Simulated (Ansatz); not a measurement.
**TaCl (quintet): from Hartree-Fock to the top rungs, def2-QZVPP**

The task here is to estimate one member of a computed series from the others.

The runs use Ansatz 0.2.0, Gaussian basis; def2-QZVPP, core rule «outside noble gas», up to 9 orbitals frozen.

To be run: UHF; ROHF; CCSD(T) on UHF.

## The geometry

The geometry is a PBE0/def2-TZVP stationary point (not a proven minimum) of the parent state, kept for this charge and spin. No spin-orbit coupling is included. Elements past krypton take def2 core potentials.

2 atoms, charge 0, spin multiplicity 5.

Atoms are counted from 1 here; the program's logs count them from 0.

Bond lengths: Ta1–Cl2 2.875 Å.

The first run:

Contents of in.yaml:

```yaml
crystal:
  periodic: [false, false, false]
  atoms:
    - {symbol: Ta, position_ang: [0.000000, 0.000000, 0.000000]}
    - {symbol: Cl, position_ang: [0.000000, 0.000000, 2.875200]}
basis:
  gaussian: {orbitals: "def2-QZVPP.json"}
magnetization: {spin_polarized: true, initial_magnetization: 4}
hamiltonian: {xc: hf}
output: {orbitals: {seedname: orbitals}}
```

Command:

```
$ ansatz run in.yaml --threads 1 --pin off --events-out ev --progress --plain --max-ram 4096MiB --backend cpu
```

Steps of the session up to this table: UHF; ROHF; CCSD(T) on UHF.

One of the session's tables, all rows but one given; the rest of the session is left out.

It belongs to the step «Misses and costs». 

```
  method  from UCCSD(T) (meV)
    ROHF              +8335.2
     UHF              +8164.9
    UMP2               +993.7
   UCCSD                    ?
UCCSD(T)                    0
```

Q: Estimate the row for UCCSD from the others.

The run gave: from UCCSD(T) (meV): +381.2. In the column «from UCCSD(T) (meV)» it lies between UCCSD(T) (0) and UMP2 (+993.7).

Caveats from the session: Warnings: coupled cluster took another determinant than the lowest.
